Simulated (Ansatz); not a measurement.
Crystal: GaB.

```
CELL_PARAMETERS angstrom
2.71824 0.00000 0.00000
0.00000 2.71824 0.00000
0.00000 0.00000 3.23621
ATOMIC_POSITIONS crystal
Ga 0.50000 0.50000 0.50000
B 0.00000 0.00000 0.00000
```

The cell was built by a generator and needn't be a form met in nature.

```yaml
Program: Ansatz 0.2.0
Task: relaxation of cell and atoms
Functional: HSE03
Potentials_or_basis: Ansatz PAW
Cutoff: "420 eV (not typed: the program's choice for these potentials)"
k_mesh: 5 × 5 × 4
Occupations: fermi-dirac, width 0.05 eV
Spin: no spin polarisation
```

At the start: volume 11.96 Å³/atom.

Q: How do energy, volume and symmetry change on relaxing?

A: It ends after 6 steps and the volume is 11.56 Å³/atom (-3.4 %); space group P4/mmm (No. 123, to 0.05 Å).

The path:
| step | energy change (eV) | largest force (eV/Å) | volume (Å³) |
| --- | --- | --- | --- |
| 1 | 0.0000 | 0.0000 | 23.91 |
| 2 | -0.0098 | 0.0000 | 23.15 |
| 3 | -0.0115 | 0.0000 | 23.06 |
| 4 | -0.0118 | 0.0000 | 23.12 |
| 5 | -0.0118 | 0.0000 | 23.11 |
| 6 | -0.0109 | 0.0000 | 23.11 |

Final structure:
```
Ga B
1.0
     2.69612    0.00000    0.00000
     0.00000    2.69612    0.00000
     0.00000    0.00000    3.17933
Ga B
1 1
Direct
  0.50000 0.50000 0.50000
  0.00000 0.00000 0.00000
```

Caveat: the k mesh is coarse (spacing up to 0.49 Å⁻¹), so the values aren't converged, least of all with exact exchange; the plane-wave basis is chosen anew once the cell has moved, so the energies of steps on either side of that aren't comparable; the PAW data sets come from PBE, with cores solved anew for the run's functional, which leaves a small shift of forces and pressure.
